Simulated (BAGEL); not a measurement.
# SiH4Se (SMILES [SiH3][SeH]) at HF/6-31G(d) (density fitting with qzvpp-jkfit, spherical functions)

What is the vertical ionisation energy of SiH4Se at HF/6-31G* (density fitting with qzvpp-jkfit, spherical functions)? 

The results are computed with BAGEL 1.2.2.

2 further runs of the same task are left out: 2 set aside as unsound or not needed.

### 1 The molecule

SiH4Se: 6 atoms, total charge 0, spin state singlet. SMILES: `[SiH3][SeH]`. Geometry: relaxed at PBE0-D4/def2-TZVP.

Bond lengths: Si1–Se2 2.279 Å, Si1–H3 1.484 Å, Si1–H4 1.483 Å, Si1–H5 1.484 Å, Se2–H6 1.469 Å. Angles: Si1–Se2–H6 93.0°, Se2–Si1–H3 111.5°, Se2–Si1–H4 104.9°, Se2–Si1–H5 111.4°, H3–Si1–H4 110.0°, H3–Si1–H5 109.1°, H4–Si1–H5 110.0°.

### 2 The energy at HF/6-31G(d) (density fitting with qzvpp-jkfit, spherical functions)

Input file input.json:

```json
{ "bagel": [

{
  "title": "molecule",
  "basis": "6-31gs.json",
  "df_basis": "qzvpp-jkfit",
  "angstrom": true,
  "geometry": [
    { "atom": "Si", "xyz": [      -0.244700,      -0.234500,      -0.474600 ] },
    { "atom": "Se", "xyz": [       0.898700,      -0.252100,       1.496900 ] },
    { "atom": "H", "xyz": [      -1.605500,       0.334200,      -0.308700 ] },
    { "atom": "H", "xyz": [      -0.336900,      -1.659600,      -0.873400 ] },
    { "atom": "H", "xyz": [       0.479900,       0.537800,      -1.514300 ] },
    { "atom": "H", "xyz": [       0.850600,       1.210300,       1.627900 ] }
  ]
},

{ "title": "hf" },

{ "title": "print", "file": "orbitals.molden", "orbitals": true }

]}
```

The basis set 6-31G* is read from a file made from the Basis Set Exchange's data (not shown).

Command:

```sh
$ BAGEL_NUM_THREADS=1 BAGEL input.json > input.out
```

Output:

```text
* using 1 threads per process

  ===============================================================
  ===============================================================

  *** Geometry ***

  { "atom" : "Si", "xyz" : [     -0.462416,     -0.443141,     -0.896864 ] },
  { "atom" : "Se", "xyz" : [      1.698297,     -0.476400,      2.828731 ] },
  { "atom" : "H", "xyz" : [     -3.033955,      0.631546,     -0.583358 ] },
  { "atom" : "H", "xyz" : [     -0.636649,     -3.136189,     -1.650487 ] },
  { "atom" : "H", "xyz" : [      0.906880,      1.016295,     -2.861612 ] },
  { "atom" : "H", "xyz" : [      1.607401,      2.287136,      3.076285 ] },

  Number of auxiliary basis functions:      466

  Since a DF basis is specified, we compute 2- and 3-index integrals:
    o Being stored without compression. Storage requirement is 0.013 GB

  Number of basis functions:       58
  Number of electrons      :       52

    * METHOD: MOLECULE                             0.21

  *** RHF ***

  === Nuclear Repulsion ===
   158.9379787741

      * DIIS with orbital gradients will be used.

  === RHF iteration (6-31gs.json) ===
      0      -2690.73369993          0.01222058           0.05
      1      -2690.78588538          0.00552095           0.04
      2      -2690.79328977          0.00144930           0.04
      3      -2690.79404569          0.00028384           0.04
      4      -2690.79409100          0.00005701           0.04
      5      -2690.79409376          0.00001373           0.04
      6      -2690.79409392          0.00000373           0.04
      7      -2690.79409392          0.00000116           0.04
      8      -2690.79409393          0.00000025           0.04
      9      -2690.79409393          0.00000008           0.04
     10      -2690.79409393          0.00000002           0.04
     11      -2690.79409393          0.00000001           0.04
    * SCF iteration converged.

    * Permanent dipole moment:
           (    0.245233,    -0.293943,     0.380073) a.u.

    * METHOD: HF                                   0.70

    * METHOD: PRINT                                0.01

  ===============================================================
```

Wall time 1.1 s (1 thread of Arm Neoverse V1, shared host); peak memory 0.09 GiB.

### 3 The doublet cation at the same level

Input file hf.json:

```json
{ "bagel": [

{
  "title": "molecule",
  "basis": "6-31gs.json",
  "df_basis": "qzvpp-jkfit",
  "angstrom": true,
  "geometry": [
    { "atom": "Si", "xyz": [   -0.244700,   -0.234500,   -0.474600 ] },
    { "atom": "Se", "xyz": [    0.898700,   -0.252100,    1.496900 ] },
    { "atom": "H", "xyz": [   -1.605500,    0.334200,   -0.308700 ] },
    { "atom": "H", "xyz": [   -0.336900,   -1.659600,   -0.873400 ] },
    { "atom": "H", "xyz": [    0.479900,    0.537800,   -1.514300 ] },
    { "atom": "H", "xyz": [    0.850600,    1.210300,    1.627900 ] }
  ]
},
{ "title": "uhf", "charge": 1, "nopen": 1 },
{ "title": "print", "file": "orbitals.molden", "orbitals": true }

]}
```

The basis set 6-31G* is read from a file made from the Basis Set Exchange's data (not shown).

Command:

```sh
$ BAGEL_NUM_THREADS=1 BAGEL hf.json > hf.out
```

Output:

```text
* using 1 threads per process

  ===============================================================
  ===============================================================

  *** Geometry ***

  { "atom" : "Si", "xyz" : [     -0.462416,     -0.443141,     -0.896864 ] },
  { "atom" : "Se", "xyz" : [      1.698297,     -0.476400,      2.828731 ] },
  { "atom" : "H", "xyz" : [     -3.033955,      0.631546,     -0.583358 ] },
  { "atom" : "H", "xyz" : [     -0.636649,     -3.136189,     -1.650487 ] },
  { "atom" : "H", "xyz" : [      0.906880,      1.016295,     -2.861612 ] },
  { "atom" : "H", "xyz" : [      1.607401,      2.287136,      3.076285 ] },

  Number of auxiliary basis functions:      466

  Since a DF basis is specified, we compute 2- and 3-index integrals:
    o Being stored without compression. Storage requirement is 0.013 GB

  Number of basis functions:       58
  Number of electrons      :       52

    * METHOD: MOLECULE                             0.21

  *** Open-shell HF ***

  === Nuclear Repulsion ===
   158.9379787741

      * DIIS with orbital gradients will be used.

  === UHF iteration (6-31gs.json) ===
      0      -2690.38077124          0.02398300           0.08
      1      -2690.46326451          0.00934340           0.08
      2      -2690.47921316          0.00488070           0.08
      3      -2690.48247238          0.00190226           0.08
      4      -2690.48424535          0.00054593           0.08
      5      -2690.48446084          0.00015092           0.08
      6      -2690.48451323          0.00003501           0.08
      7      -2690.48452720          0.00001364           0.08
      8      -2690.48453319          0.00000703           0.08
      9      -2690.48453558          0.00000330           0.08
     10      -2690.48453607          0.00000126           0.08
     11      -2690.48453611          0.00000027           0.08
     12      -2690.48453611          0.00000015           0.08
     13      -2690.48453611          0.00000011           0.08
     14      -2690.48453611          0.00000007           0.08
     15      -2690.48453611          0.00000002           0.08
     16      -2690.48453611          0.00000001           0.08
    * SCF iteration converged.

    * S^2 (UHF) is 0.7612

    * Permanent dipole moment:
           (    0.045974,    -0.452177,     0.010636) a.u.

    * METHOD: UHF                                  1.50

    * METHOD: PRINT                                0.01

  ===============================================================
```

It took 1.9 s on 1 thread of Arm Neoverse V1, shared host.

### 4 What came out

Level: HF/6-31G* (density fitting with qzvpp-jkfit, spherical functions).

```
                                          quantity           value
                      singlet SiH4Se: total energy  -2690.79409 Eh
                     singlet SiH4Se: dipole moment          1.37 D
                       singlet SiH4Se: HOMO energy        -9.60 eV
                       singlet SiH4Se: LUMO energy         3.11 eV
                     singlet SiH4Se: HOMO–LUMO gap        12.71 eV
                      doublet cation: total energy  -2690.48454 Eh
                              doublet cation: ⟨S²⟩           0.761
vertical ionisation energy (to the doublet cation)        8.423 eV
```

**Reading.** Removing an electron at fixed nuclei costs 8.42 eV (194 kcal/mol). −ε(HOMO) before ionisation, 9.60 eV, is 1.17 eV above this ionisation energy.
